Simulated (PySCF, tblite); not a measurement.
**C₇H₄FS radical: geometry, infrared bands and EPR parameters**

What infrared bands and EPR parameters should C₇H₄FS radical (`[C]#CC#CC1(F)CSC1`) show?

The runs use tblite 0.8.0 and PySCF 2.14.0, with density-fitted response routines of our own; the level of theory stands in each step. All values are computed, except where a source is named. Atoms are numbered from 0 throughout.

## (1) Starting geometry

13 atoms, charge 0, multiplicity 2; geometry from: force field or distance geometry start.

Bonds of the start (Å): C0–C1 1.23, C1–C2 1.40, C2–C3 1.22, C3–C4 1.48, C4–F5 1.37, C4–C6 1.52, C6–S7 1.79, S7–C8 1.82, C8–C4 1.50, C6–H9 1.10, C6–H10 1.11, C8–H11 1.12, C8–H12 1.11.

## (2) Optimising the geometry with GFN2-xTB

Job settings and geometry (Å):

```
{"job": {"kind": "relax", "xc": "GFN2-xTB", "basis": "xTB"}, "charge": 0, "multiplicity": 2}
C      4.676300     0.354600     0.018400
C      3.464600     0.214000    -0.114600
C      2.081000     0.035600    -0.251100
C      0.873300    -0.084600    -0.384800
C     -0.597700    -0.231800    -0.511000
F     -0.892600    -0.647600    -1.785900
C     -1.301100     1.021800    -0.029800
S     -2.732000     0.041000     0.410800
C     -1.247800    -0.988800     0.606100
H     -1.469800     1.792400    -0.792800
H     -0.733100     1.389700     0.852100
H     -1.431700    -2.073000     0.410100
H     -0.693800    -0.822800     1.554700
```

On the command line:

```sh
$ OMP_NUM_THREADS=1 python probes_run.py task.json out
```

One launch serves the whole session: the jobs run in the order shown.

**Question.** This job is followed by: GFN2-xTB harmonic vibrations, gas phase; UKS B3LYP, pcH-1 on C F H S, non-relativistic, mean-field spin-orbit, GIAO. What will the session give for the following? strongest single infrared mode (GFN2-xTB); zero-point energy (GFN2-xTB); g(iso) (B3LYP); ⟨S²⟩; largest a(iso) (averaged by class); potential on the surface of density 0.002 e/bohr³, 1st and 99th percentile.

As calculated:

| quantity | value |
| --- | --- |
| strongest single infrared mode (GFN2-xTB) | 2112 cm⁻¹, 473 km/mol |
| zero-point energy (GFN2-xTB) | 50.0 kcal/mol |
| g(iso) (B3LYP) | 2.00748 |
| ⟨S²⟩ | 0.772 (exact 0.75) |
| largest a(iso) (averaged by class) | 13C on C0, 323.7 MHz |
| potential on the surface of density 0.002 e/bohr³, 1st and 99th percentile | -1.26 V and 1.29 V |

**Reading.** The optimisation took 84 steps and gained 0.639 eV; among the close pairs (by a distance rule), C1–C2 changed most, from 1.402 to 1.360 Å. No mode is imaginary among the 33: a minimum at this level. The strongest single mode, at 2112 cm⁻¹, moves mainly C1 and C0. GFN2-xTB is a fitted tight-binding method: band positions and strengths are rough. Its intensities can rank the bands wrongly. The largest share of the spin, 0.56 e, sits on C0. The isotropic g lies 5.2 ppt above the free-electron value. The conformer search found further structures of the same energy, which may be mirror or relabelled copies of this one.
